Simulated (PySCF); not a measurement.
# CH5BCl3N: the cost of one run

Programs: PySCF 2.14.0, with density-fitted response routines of our own. Each step states its level of theory. These are calculated values for one molecule in the gas phase, unless marked as measured. Atoms count from 0, in the outputs and in this text.

**1. The starting structure**

11 atoms, charge 0, multiplicity 1; geometry from: GFN2-xTB. The atoms were then displaced at random by about 0.01 Å, so the start is not that level's minimum.

Bonds of the start (Å): N0–B1 1.58, B1–C2 1.64, C2–Cl3 1.82, C2–Cl4 1.80, C2–Cl5 1.80, N0–H6 1.01, N0–H7 1.05, N0–H8 1.01, B1–H9 1.18, B1–H10 1.17.

**2. Relaxing the molecule at PBE0-D3(BJ)/def2-SVP**

What the job is given:

```
{"job": {"xc": "PBE0", "basis": "def2-SVP", "d3": "d3bj", "grid": 1, "shake": 0.01, "kind": "geom"}, "charge": 0, "multiplicity": 1}
N     -1.306340     0.058940    -0.142460
B      0.069080    -0.569370    -0.601180
C      1.114810     0.192370     0.401130
Cl     2.852830    -0.285400     0.178060
Cl     1.045280     1.975630     0.189860
Cl     0.706980    -0.104450     2.131610
H     -1.439380    -0.114870     0.846280
H     -1.233960     1.098910    -0.275900
H     -2.107290    -0.277680    -0.663260
H      0.051270    -1.727100    -0.367110
H      0.284840    -0.272810    -1.712700
```

On the command line:

```console
$ OMP_NUM_THREADS=1 python probes_run.py task.json out
```

This one command runs all jobs of the session in turn.

Q: Estimate the wall time and peak memory of this first job on 1 thread of Arm Neoverse V1, shared host.

About 31 s, with a peak of 0.51 GiB.
